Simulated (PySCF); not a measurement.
# Ga2H8Sb2 ((H2Ga-mu-SbH2)2): the cost of one run

Programs: PySCF 2.14.0, with density-fitted response routines of our own. Each step states its level of theory. These are calculated values for one molecule in the gas phase, unless marked as measured. Atoms are numbered from 0 throughout.

## Step 1: The molecule as given

12 atoms, charge 0, multiplicity 1; geometry from: GFN2-xTB. The atoms were then displaced at random by about 0.03 Å, so the start is not that level's minimum.

Bonds of the start (Å): Ga0–H1 1.66, Ga0–H2 1.49, Ga0–Sb3 2.59, Ga0–Sb7 3.21, Sb3–Ga4 3.08, Sb3–H8 1.74, Sb3–H9 1.77, Ga4–H5 1.61, Ga4–H6 1.61, Ga4–Sb7 2.62, Sb7–H10 1.70, Sb7–H11 1.70.

## Step 2: Optimising the geometry at PBE0-D3(BJ)/def2-SVP

Job settings and geometry (Å):

```
{"job": {"xc": "PBE0", "basis": "def2-SVP", "d3": "d3bj", "grid": 1, "maxiter": 40, "shake": 0.03, "kind": "geom"}, "charge": 0, "multiplicity": 1}
Ga    -0.732120    -0.850180    -0.740380
H     -1.043090    -0.136240    -2.205160
H     -0.080060    -2.152660    -1.076300
Sb    -2.059430    -0.216590     1.388780
Ga     0.783600     0.761310     0.719510
H      0.994350     0.086460     2.165040
H      0.087160     2.157190     1.100750
Sb     2.183630     0.285400    -1.438070
H     -2.604910    -1.867790     1.365070
H     -3.441060     0.061510     0.312090
H      3.371190    -0.122430    -0.294390
H      2.656200     1.911290    -1.245930
```

Run with:

```console
OMP_NUM_THREADS=1 python probes_run.py task.json out
```

One launch serves the whole session: the jobs run in the order shown.

**Question.** How long does this first job take on 1 thread of Arm Neoverse V2, shared host, and how much memory does it need?

About 3.4 min, with a peak of 0.76 GiB.
